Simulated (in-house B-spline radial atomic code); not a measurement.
# Nb²⁺: a fraction of an electron moved 3d → 4f

How does the HSE06 energy of Nb²⁺ change when part of an electron is moved 3d → 4f?

The numbers are computed with in-house B-spline radial atomic code version 1 (scalar-relativistic (spin-free one-electron X2C) HSE06, spin-polarised, spherical fractional occupations, Fermi nucleus, basis-set limit), except any that are marked as measured or tabulated.

### Step 1. Starting point

```
element       : niobium (Z = 41)
charge        : +2
electrons     : 39
configuration : [Kr] 4d3
Hamiltonian   : scalar-relativistic (X2C)
nucleus       : Fermi, rms radius 4.324 fm
```

The outer shells:

[Kr] 4d3
```
[Kr] core
4d [↑ ][↑ ][↑ ][  ][  ]
```

Where spins are not typed, each open shell is filled with up spins first.

### Step 2. The start, at fraction 0

Input settings:

```ini
Z = 41
electrons = 39.0
configuration = [Kr] 4d3
hamiltonian = x2c
method = hse06
spin_polarised = True
nucleus = fermi
rms_radius = 4.324
mass_number = 93
atomic_mass = 92.90637317
speed_of_light = 137.035999084
```

From the run's result record (rounded, not every field):

```text
{
  "status": "converged",
  "scf [iteration, energy, orbital gradient]": [
    [1, -3814.03081694, 0.432],
    [2, -3816.39197775, 0.214],
    [3, -3818.11997287, 0.048],
    [4, -3818.19352813, 0.00976],
    [5, -3818.19694128, 0.00627],
    [6, -3818.19794849, 0.00136],
    [7, -3818.19799321, 0.000246],
    [8, -3818.19799428, 4.27e-05],
    [9, -3818.19799243, 3.27e-06],
    [10, -3818.19799243, 8.68e-08]
  ],
  "energy [hartree]": {"total": -3818.19799243, "kinetic": 3952.24049946, "nuclear": -9196.55291016, "coulomb": 1545.14203674, "exact_exchange": -28.6898923425, "xc": -90.3377261286},
  "orbitals [hartree, bohr; first row names the columns]": [
    ["name", "occ", "eps", "<r>", "<r^2>", "<1/r>", "r_max"],
    ["1s up", 1.0, -693.65894, 0.035604, 0.0017211, 43.737, 0.022919],
    ["1s down", 1.0, -693.65971, 0.035604, 0.0017211, 43.737, 0.022919],
    ["2s up", 1.0, -98.277763, 0.15756, 0.029331, 9.7745, 0.13305],
    ["2s down", 1.0, -98.264731, 0.15755, 0.029327, 9.7753, 0.13304],
    ["2p up", 3.0, -87.774845, 0.13755, 0.023139, 9.2969, 0.10626],
    ["2p down", 3.0, -87.764217, 0.13753, 0.023134, 9.2977, 0.10626],
    ["3s up", 1.0, -17.24342, 0.44221, 0.2242, 3.3052, 0.39533],
    ["3s down", 1.0, -17.237247, 0.44223, 0.22419, 3.3045, 0.3954],
    ["3p up", 3.0, -13.781065, 0.44497, 0.23061, 3.1035, 0.38928],
    ["3p down", 3.0, -13.773811, 0.44497, 0.23056, 3.1028, 0.38937],
    ["3d up", 5.0, -8.1182328, 0.43262, 0.22556, 2.8551, 0.33498],
    ["3d down", 5.0, -8.103719, 0.43274, 0.2256, 2.8538, 0.33521],
    ["4s up", 1.0, -2.9553296, 1.1615, 1.528, 1.171, 1.0356],
    ["4s down", 1.0, -2.8748237, 1.1528, 1.5053, 1.1825, 1.0295],
    ["4p up", 3.0, -2.0323905, 1.2965, 1.9225, 1.0291, 1.1265],
    ["4p down", 3.0, -1.9333056, 1.2863, 1.8937, 1.04, 1.1175],
    ["4d up", 3.0, -0.74315362, 1.8503, 4.0635, 0.71057, 1.4528]
  ],
  "sum_r [bohr^k]": {"-1": 227.2728, "1": 24.70609, "2": 30.96111}
}
```

It took 0.83 s on 1 thread, shared host.

### Step 3. 0.125 electron moved 3d → 4f

Settings: those of step 2 with these lines changed.

```diff
@@ -2,3 +2,3 @@
 electrons = 39.0
-configuration = [Kr] 4d3
+configuration = [Ar] 3d9.875 4s2 4p6 4d3 4f0.125
 hamiltonian = x2c
```

Main fields:

```text
{
  "status": "converged",
  "iterations": 10,
  "energy [hartree]": {"total": -3817.19980308, "kinetic": 3951.27691442, "nuclear": -9190.19648736, "coulomb": 1540.53913434, "exact_exchange": -28.6154124521, "xc": -90.2039520336},
  "orbitals [hartree, bohr; first row names the columns]": [
    ["name", "occ", "eps", "<r>"],
    ["1s up", 1.0, -693.8183, 0.035604],
    ["1s down", 1.0, -693.81899, 0.035604],
    ["2s up", 1.0, -98.448683, 0.15755],
    ["2s down", 1.0, -98.426478, 0.15754],
    ["2p up", 3.0, -87.944864, 0.13755],
    ["2p down", 3.0, -87.92657, 0.13752],
    ["3s up", 1.0, -17.378258, 0.44174],
    ["3s down", 1.0, -17.359536, 0.44182],
    ["3p up", 3.0, -13.91545, 0.44433],
    ["3p down", 3.0, -13.894265, 0.44442],
    ["3d up", 5.0, -8.2568349, 0.43143],
    ["3d down", 4.875, -8.2186364, 0.43179],
    ["4s up", 1.0, -3.0160592, 1.1563],
    ["4s down", 1.0, -2.9317471, 1.1481],
    ["4p up", 3.0, -2.0872476, 1.2881],
    ["4p down", 3.0, -1.9846828, 1.2788],
    ["4d up", 3.0, -0.78220002, 1.8166],
    ["4f up", 0.125, -0.18215057, 6.4676]
  ],
  "sum_r [bohr^k]": {"-1": 227.118, "1": 25.28646, "2": 36.23369},
  "energy_minus_base [hartree]": 0.998189351
}
```

It took 0.94 s on 1 thread, shared host.

energy_minus_base is the energy less that of the reference run.

### Step 4. 0.25 electron moved 3d → 4f

Settings: those of step 3 with these lines changed.

```diff
@@ -2,3 +2,3 @@
 electrons = 39.0
-configuration = [Ar] 3d9.875 4s2 4p6 4d3 4f0.125
+configuration = [Ar] 3d9.75 4s2 4p6 4d3 4f0.25
 hamiltonian = x2c
```

Main fields:

```text
{
  "status": "converged",
  "iterations": 10,
  "energy [hartree]": {"total": -3816.18859259, "kinetic": 3950.3003986, "nuclear": -9183.81799975, "coulomb": 1535.94232207, "exact_exchange": -28.5423080989, "xc": -90.0710054099},
  "orbitals [hartree, bohr; first row names the columns]": [
    ["name", "occ", "eps", "<r>"],
    ["1s up", 1.0, -693.97824, 0.035604],
    ["1s down", 1.0, -693.97885, 0.035604],
    ["2s up", 1.0, -98.620188, 0.15755],
    ["2s down", 1.0, -98.588725, 0.15753],
    ["2p up", 3.0, -88.115475, 0.13755],
    ["2p down", 3.0, -88.089445, 0.13751],
    ["3s up", 1.0, -17.513248, 0.44127],
    ["3s down", 1.0, -17.481902, 0.4414],
    ["3p up", 3.0, -14.050014, 0.4437],
    ["3p down", 3.0, -14.014813, 0.44387],
    ["3d up", 5.0, -8.3957559, 0.43025],
    ["3d down", 4.75, -8.3337059, 0.43085],
    ["4s up", 1.0, -3.0766819, 1.1511],
    ["4s down", 1.0, -2.9885682, 1.1434],
    ["4p up", 3.0, -2.1420366, 1.2798],
    ["4p down", 3.0, -2.0359902, 1.2714],
    ["4d up", 3.0, -0.82146478, 1.7839],
    ["4f up", 0.25, -0.19090667, 6.3278]
  ],
  "sum_r [bohr^k]": {"-1": 226.9626, "1": 25.83626, "2": 41.02047},
  "energy_minus_base [hartree]": 2.00939984
}
```

Wall time 0.93 s (1 thread, shared host).

### Step 5. 0.375 electron moved 3d → 4f

Settings: those of step 4 with these lines changed.

```diff
@@ -2,3 +2,3 @@
 electrons = 39.0
-configuration = [Ar] 3d9.75 4s2 4p6 4d3 4f0.25
+configuration = [Ar] 3d9.625 4s2 4p6 4d3 4f0.375
 hamiltonian = x2c
```

Main fields:

```text
{
  "status": "converged",
  "iterations": 10,
  "energy [hartree]": {"total": -3815.1640845, "kinetic": 3949.31064633, "nuclear": -9177.41750194, "coulomb": 1531.35194707, "exact_exchange": -28.4705641715, "xc": -89.938611778},
  "orbitals [hartree, bohr; first row names the columns]": [
    ["name", "occ", "eps", "<r>"],
    ["1s up", 1.0, -694.13873, 0.035604],
    ["1s down", 1.0, -694.13926, 0.035604],
    ["2s up", 1.0, -98.792279, 0.15755],
    ["2s down", 1.0, -98.751472, 0.15752],
    ["2p up", 3.0, -88.286679, 0.13755],
    ["2p down", 3.0, -88.252842, 0.1375],
    ["3s up", 1.0, -17.648384, 0.44079],
    ["3s down", 1.0, -17.604339, 0.44098],
    ["3p up", 3.0, -14.184752, 0.44307],
    ["3p down", 3.0, -14.135449, 0.44332],
    ["3d up", 5.0, -8.5349916, 0.42908],
    ["3d down", 4.625, -8.4489233, 0.42991],
    ["4s up", 1.0, -3.1371816, 1.1459],
    ["4s down", 1.0, -3.0452762, 1.1388],
    ["4p up", 3.0, -2.1967373, 1.2717],
    ["4p down", 3.0, -2.0872142, 1.2641],
    ["4d up", 3.0, -0.86089618, 1.7527],
    ["4f up", 0.375, -0.19946146, 6.1745]
  ],
  "sum_r [bohr^k]": {"-1": 226.8067, "1": 26.35178, "2": 45.26175},
  "energy_minus_base [hartree]": 3.03390793
}
```

It took 0.93 s on 1 thread, shared host.

### Step 6. 0.5 electron moved 3d → 4f

Settings: those of step 5 with these lines changed.

```diff
@@ -2,3 +2,3 @@
 electrons = 39.0
-configuration = [Ar] 3d9.625 4s2 4p6 4d3 4f0.375
+configuration = [Ar] 3d9.5 4s2 4p6 4d3 4f0.5
 hamiltonian = x2c
```

Main fields:

```text
{
  "status": "converged",
  "iterations": 10,
  "energy [hartree]": {"total": -3814.12620075, "kinetic": 3948.30771762, "nuclear": -9171.00995551, "coulomb": 1526.78301131, "exact_exchange": -28.4001591585, "xc": -89.8068150023},
  "orbitals [hartree, bohr; first row names the columns]": [
    ["name", "occ", "eps", "<r>"],
    ["1s up", 1.0, -694.29943, 0.035605],
    ["1s down", 1.0, -694.29988, 0.035605],
    ["2s up", 1.0, -98.964594, 0.15755],
    ["2s down", 1.0, -98.914362, 0.15751],
    ["2p up", 3.0, -88.458116, 0.13755],
    ["2p down", 3.0, -88.416405, 0.13749],
    ["3s up", 1.0, -17.78329, 0.44032],
    ["3s down", 1.0, -17.72647, 0.44057],
    ["3p up", 3.0, -14.319285, 0.44244],
    ["3p down", 3.0, -14.255798, 0.44277],
    ["3d up", 5.0, -8.6741643, 0.42792],
    ["3d down", 4.5, -8.5639147, 0.42898],
    ["4s up", 1.0, -3.1971319, 1.1408],
    ["4s down", 1.0, -3.1014608, 1.1342],
    ["4p up", 3.0, -2.2509161, 1.2638],
    ["4p down", 3.0, -2.1379369, 1.257],
    ["4d up", 3.0, -0.90008867, 1.7234],
    ["4f up", 0.5, -0.20725551, 5.9938]
  ],
  "sum_r [bohr^k]": {"-1": 226.6506, "1": 26.8222, "2": 48.86152},
  "energy_minus_base [hartree]": 4.07179169
}
```

Wall time 0.93 s (1 thread, shared host).

### Step 7. 0.625 electron moved 3d → 4f

Settings: those of step 6 with these lines changed.

```diff
@@ -2,3 +2,3 @@
 electrons = 39.0
-configuration = [Ar] 3d9.5 4s2 4p6 4d3 4f0.5
+configuration = [Ar] 3d9.375 4s2 4p6 4d3 4f0.625
 hamiltonian = x2c
```

Main fields:

```text
{
  "status": "converged",
  "iterations": 10,
  "energy [hartree]": {"total": -3813.07490916, "kinetic": 3947.29151679, "nuclear": -9164.59858072, "coulomb": 1522.23892535, "exact_exchange": -28.3311259346, "xc": -89.6756446419},
  "orbitals [hartree, bohr; first row names the columns]": [
    ["name", "occ", "eps", "<r>"],
    ["1s up", 1.0, -694.46025, 0.035605],
    ["1s down", 1.0, -694.46062, 0.035605],
    ["2s up", 1.0, -99.137051, 0.15755],
    ["2s down", 1.0, -99.077312, 0.1575],
    ["2p up", 3.0, -88.629703, 0.13755],
    ["2p down", 3.0, -88.580052, 0.13748],
    ["3s up", 1.0, -17.917875, 0.43985],
    ["3s down", 1.0, -17.848205, 0.44015],
    ["3p up", 3.0, -14.453526, 0.44181],
    ["3p down", 3.0, -14.375767, 0.44222],
    ["3d up", 5.0, -8.8131854, 0.42677],
    ["3d down", 4.375, -8.6785905, 0.42805],
    ["4s up", 1.0, -3.2564389, 1.1358],
    ["4s down", 1.0, -3.1570256, 1.1296],
    ["4p up", 3.0, -2.304483, 1.256],
    ["4p down", 3.0, -2.1880636, 1.2499],
    ["4d up", 3.0, -0.93896377, 1.6959],
    ["4f up", 0.625, -0.21457631, 5.8084]
  ],
  "sum_r [bohr^k]": {"-1": 226.4944, "1": 27.25096, "2": 51.90336},
  "energy_minus_base [hartree]": 5.12308328
}
```

Wall time 0.93 s (1 thread, shared host).

### Step 8. 0.75 electron moved 3d → 4f

Settings: those of step 7 with these lines changed.

```diff
@@ -2,3 +2,3 @@
 electrons = 39.0
-configuration = [Ar] 3d9.375 4s2 4p6 4d3 4f0.625
+configuration = [Ar] 3d9.25 4s2 4p6 4d3 4f0.75
 hamiltonian = x2c
```

Main fields:

```text
{
  "status": "converged",
  "iterations": 10,
  "energy [hartree]": {"total": -3812.0101988, "kinetic": 3946.26208122, "nuclear": -9158.18761431, "coulomb": 1517.72400214, "exact_exchange": -28.2635028642, "xc": -89.5451649845},
  "orbitals [hartree, bohr; first row names the columns]": [
    ["name", "occ", "eps", "<r>"],
    ["1s up", 1.0, -694.62109, 0.035605],
    ["1s down", 1.0, -694.62138, 0.035605],
    ["2s up", 1.0, -99.309542, 0.15755],
    ["2s down", 1.0, -99.240216, 0.15749],
    ["2p up", 3.0, -88.801334, 0.13755],
    ["2p down", 3.0, -88.743676, 0.13747],
    ["3s up", 1.0, -18.052025, 0.43937],
    ["3s down", 1.0, -17.969427, 0.43973],
    ["3p up", 3.0, -14.587358, 0.44118],
    ["3p down", 3.0, -14.495243, 0.44167],
    ["3d up", 5.0, -8.951941, 0.42563],
    ["3d down", 4.25, -8.7928357, 0.42713],
    ["4s up", 1.0, -3.3149866, 1.1308],
    ["4s down", 1.0, -3.2118503, 1.1251],
    ["4p up", 3.0, -2.3573261, 1.2483],
    ["4p down", 3.0, -2.2374766, 1.243],
    ["4d up", 3.0, -0.97741985, 1.67],
    ["4f up", 0.75, -0.22154992, 5.6245]
  ],
  "sum_r [bohr^k]": {"-1": 226.3383, "1": 27.64064, "2": 54.45256},
  "energy_minus_base [hartree]": 6.18779363
}
```

Wall time 0.93 s (1 thread, shared host).

### Step 9. 0.875 electron moved 3d → 4f

Settings: those of step 8 with these lines changed.

```diff
@@ -2,3 +2,3 @@
 electrons = 39.0
-configuration = [Ar] 3d9.25 4s2 4p6 4d3 4f0.75
+configuration = [Ar] 3d9.125 4s2 4p6 4d3 4f0.875
 hamiltonian = x2c
```

Main fields:

```text
{
  "status": "converged",
  "iterations": 10,
  "energy [hartree]": {"total": -3810.93209373, "kinetic": 3945.21945013, "nuclear": -9151.78107928, "coulomb": 1513.24233994, "exact_exchange": -28.1973318788, "xc": -89.4154726354},
  "orbitals [hartree, bohr; first row names the columns]": [
    ["name", "occ", "eps", "<r>"],
    ["1s up", 1.0, -694.78186, 0.035605],
    ["1s down", 1.0, -694.78207, 0.035605],
    ["2s up", 1.0, -99.481964, 0.15755],
    ["2s down", 1.0, -99.402969, 0.15748],
    ["2p up", 3.0, -88.972906, 0.13755],
    ["2p down", 3.0, -88.907175, 0.13746],
    ["3s up", 1.0, -18.185628, 0.4389],
    ["3s down", 1.0, -18.090024, 0.43931],
    ["3p up", 3.0, -14.720672, 0.44055],
    ["3p down", 3.0, -14.614111, 0.44112],
    ["3d up", 5.0, -9.0903212, 0.4245],
    ["3d down", 4.125, -8.9065391, 0.42621],
    ["4s up", 1.0, -3.3726659, 1.1258],
    ["4s down", 1.0, -3.2658191, 1.1207],
    ["4p up", 3.0, -2.4093415, 1.2408],
    ["4p down", 3.0, -2.2860637, 1.2361],
    ["4d up", 3.0, -1.0153645, 1.6458],
    ["4f up", 0.875, -0.22823388, 5.4448]
  ],
  "sum_r [bohr^k]": {"-1": 226.1822, "1": 27.99385, "2": 56.56918},
  "energy_minus_base [hartree]": 7.2658987
}
```

It took 0.94 s on 1 thread, shared host.

### Step 10. 1 electron moved 3d → 4f

Settings: those of step 9 with these lines changed.

```diff
@@ -2,3 +2,3 @@
 electrons = 39.0
-configuration = [Ar] 3d9.125 4s2 4p6 4d3 4f0.875
+configuration = [Ar] 3d9 4s2 4p6 4d3 4f1
 hamiltonian = x2c
```

Main fields:

```text
{
  "status": "converged",
  "iterations": 10,
  "energy [hartree]": {"total": -3809.84063428, "kinetic": 3944.16366156, "nuclear": -9145.38221801, "coulomb": 1508.79725003, "exact_exchange": -28.1326579633, "xc": -89.286669892},
  "orbitals [hartree, bohr; first row names the columns]": [
    ["name", "occ", "eps", "<r>"],
    ["1s up", 1.0, -694.94246, 0.035605],
    ["1s down", 1.0, -694.94259, 0.035605],
    ["2s up", 1.0, -99.654233, 0.15755],
    ["2s down", 1.0, -99.565486, 0.15747],
    ["2p up", 3.0, -89.144336, 0.13755],
    ["2p down", 3.0, -89.070464, 0.13745],
    ["3s up", 1.0, -18.318592, 0.43842],
    ["3s down", 1.0, -18.2099, 0.43889],
    ["3p up", 3.0, -14.853375, 0.43992],
    ["3p down", 3.0, -14.732278, 0.44057],
    ["3d up", 5.0, -9.2282348, 0.42338],
    ["3d down", 4.0, -9.0196075, 0.42529],
    ["4s up", 1.0, -3.4293894, 1.121],
    ["4s down", 1.0, -3.3188397, 1.1162],
    ["4p up", 3.0, -2.460447, 1.2334],
    ["4p down", 3.0, -2.3337364, 1.2294],
    ["4d up", 3.0, -1.0527255, 1.6229],
    ["4f up", 1.0, -0.23466132, 5.2711]
  ],
  "sum_r [bohr^k]": {"-1": 226.0264, "1": 28.31351, "2": 58.31131},
  "energy_minus_base [hartree]": 8.35735816
}
```

Run time: 0.93 s. Hardware: 1 thread, shared host.

### Step 11. Energy against the fraction

| fraction | energy change (eV) | less the straight line (eV) | level 3d down (eV) | level 4f up (eV) | sum of <r²> (bohr²) |
| --- | --- | --- | --- | --- | --- |
| 0 | 0.0000 | 0.0000 | -220.51 | empty | 30.961 |
| 0.125 | 27.1621 | -1.2648 | -223.64 | -4.957 | 36.234 |
| 0.25 | 54.6786 | -2.1753 | -226.77 | -5.195 | 41.020 |
| 0.375 | 82.5568 | -2.7239 | -229.91 | -5.428 | 45.262 |
| 0.5 | 110.7991 | -2.9086 | -233.04 | -5.640 | 48.862 |
| 0.625 | 139.4062 | -2.7284 | -236.16 | -5.839 | 51.903 |
| 0.75 | 168.3784 | -2.1830 | -239.27 | -6.029 | 54.453 |
| 0.875 | 197.7152 | -1.2732 | -242.36 | -6.211 | 56.569 |
| 1 | 227.4153 | 0.0000 | -245.44 | -6.385 | 58.311 |

What this shows: From fraction 0 to 1 the energy changes by 227.415 eV. It sags under the straight line by up to 2.91 eV (at 0.5). Slater's transition state, the slope from the orbital energies at fraction 0.5 (Janak's theorem), gives 227.396 eV for the whole step. Here exact exchange is taken at spherical fractional occupations, which leaves self-interaction in open p, d and f shells; that spoils the energies somewhat, at whole numbers too.
